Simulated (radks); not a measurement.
# Ba⁵³⁺ in [He] 2s1: an all-electron calculation

The task here is to estimate one member of a computed series from the others.

The numbers are computed with radks (a radial shooting solver on a logarithmic mesh, Libxc functionals) version 1 (Dirac Kohn-Sham, HCTH/407, spin-unpolarised, spherical densities, point nucleus), except any that are marked as measured or tabulated.

## The system

* element: barium (Z = 56)
* charge: +53
* electrons: 3
* configuration: [He] 2s1

The outer shells:

Ba⁵³⁺
```
[He] core
2s [↑ ]
```

The first run:

The run's settings:

```text
Z 56
configuration [He] 2s1 2p0 3s0
relativity Dirac
functional hcth_407
spin unpolarised
j_filling average
nucleus point
c 137.035999084
```

Started as:

```
$ python run_ks.py task.json out
```

The same process makes all the runs of this session.

One of the session's tables, all rows but one given; the rest of the session is left out.

It belongs to the step «Radial structure». Sizes of the orbitals, from the radial functions (bohr):

| level | <r> | outermost maximum (interpolated) | 90 % within | nodes |
| --- | --- | --- | --- | --- |
| 1s1/2 | 0.02544 | 0.0164 | 0.0458 | 0 |
| 2s1/2 | 0.1029 | 0.0896 | 0.158 | 1 |
| 2p1/2 | 0.08550 | 0.0677 | 0.139 | 0 |
| 2p3/2 | ? | ? | ? | ? |
| 3s1/2 | 0.2371 | 0.229 | 0.343 | 2 |

Estimate the missing values for 2p3/2.

**Answer.** <r>: 0.09078; outermost maximum (interpolated): 0.0724; 90 % within: 0.146; nodes: 0. In the column «<r>» it lies between 2p1/2 (0.08550) and 2s1/2 (0.1029).

Limits of these values: Spin polarisation and multiplet splitting are left out.
